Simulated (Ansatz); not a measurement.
# GeH2S + NH3: a complex and its separated parts

The complex below is one end of an elementary step. How strongly is it bound against its free parts?

The runs use Ansatz 0.2.0, Gaussian basis; PBE0-D4/def2-TZVP structures, single points in def2-TZVPP, no counterpoise correction.

Levels: SPW92, PBE-D4, BLYP-D4, r2SCAN-D4, B97M-V, PBE0-D4, B3LYP-D4, r2SCAN0-D4, BHLYP-D4, CAM-B3LYP-D4, wB97X-V, wB97M-V, B2PLYP, PBE-QIDH, RPA on PBE, Hartree-Fock, MP2, CCSD, CCSD(T).

Cores are frozen in the correlated methods. Filled d shells of the heavier atoms are correlated. B3LYP uses VWN-RPA correlation. B2PLYP carries no dispersion term here.

## Step 1: Starting geometry

The complex: 8 atoms, charge 0, spin multiplicity 1.

Atoms are counted from 1 here; the program's logs count them from 0.

Bond lengths: Ge1–N2 2.127 Å, Ge1–S3 2.064 Å, Ge1–H5 1.550 Å, Ge1–H6 1.550 Å, N2–H4 1.019 Å, N2–H7 1.015 Å, N2–H8 1.015 Å. Angles: N2–Ge1–S3 101.3°, N2–Ge1–H5 95.4°, N2–Ge1–H6 95.4°, S3–Ge1–H5 123.6°, S3–Ge1–H6 123.6°, H5–Ge1–H6 107.6°, Ge1–N2–H4 99.9°, Ge1–N2–H7 114.6°, Ge1–N2–H8 114.6°, H4–N2–H7 109.1°, H4–N2–H8 109.1°, H7–N2–H8 109.0°.

Geometry (Å):

```tsv
atom	x (Å)	y (Å)	z (Å)
Ge1	-1.03472	0.07938	0.38077
N2	0.98780	-0.07208	-0.26155
S3	-2.03274	0.07754	-1.42618
H4	0.84944	-0.09827	-1.27071
H5	-0.81987	1.35021	1.24103
H6	-0.97810	-1.14337	1.33098
H7	1.46125	-0.92081	0.03150
H8	1.56694	0.72749	-0.02564
```

Its parts: GeH2S holds atoms 1, 3, 5, 6; NH3 holds atoms 2, 4, 7, 8. Each part counts its atoms afresh in its own runs.

## Step 2: Relaxing GeH2S alone

relax-a/in.yaml

```yaml
crystal:
  periodic: [false, false, false]
  atoms:
    - {symbol: Ge, position_ang: [-1.034722, 0.079379, 0.380775]}
    - {symbol: S, position_ang: [-2.032741, 0.077543, -1.426184]}
    - {symbol: H, position_ang: [-0.819871, 1.350207, 1.241028]}
    - {symbol: H, position_ang: [-0.978103, -1.143367, 1.330975]}
basis:
  gaussian: {orbitals: def2-TZVP}
hamiltonian: {xc: pbe0, dispersion: d4}
relax: {f_tol: 0.005, max_steps: 200}
```

No record of the launch command was kept for these runs.

The runs that follow: Relaxing NH3 alone; wB97M-V/def2-TZVPP; CCSD(T)/def2-TZVPP; Vibrations of GeH2S; Vibrations of NH3.

**Question.** What will these runs give? Wanted: complex less parts, CCSD(T)/def2-TZVPP; with zero-point energy; largest T1 diagnostic.

**Answer**, as computed:

```
                              quantity         value
complex less parts, CCSD(T)/def2-TZVPP  -87.3 kJ/mol
                with zero-point energy  -73.2 kJ/mol
                 largest T1 diagnostic         0.017
```

What this shows: At CCSD(T) the complex lies 87.3 kJ/mol below its parts. B3LYP-D4 is the best functional here (+2.6 kJ/mol from CCSD(T)); SPW92 is the worst (-29.3 kJ/mol). Mean unsigned error by rung: LDA 29.3, GGA 7.0, meta-GGA 5.9, hybrid 8.9, range-separated hybrid 7.5, double hybrid 9.6 kJ/mol. PBE-D4 gives a relative energy 3.0 kJ/mol too low, inside chemical accuracy (1 kcal/mol, 4.2 kJ/mol). The complex's frequency run has imaginary modes: the structure is no minimum, so both the energy and the zero-point correction are in doubt. No counterpoise was applied, and triple zeta lacks some correlation, so the CCSD(T) reference has a basis error of its own, and close matches with it are partly luck.
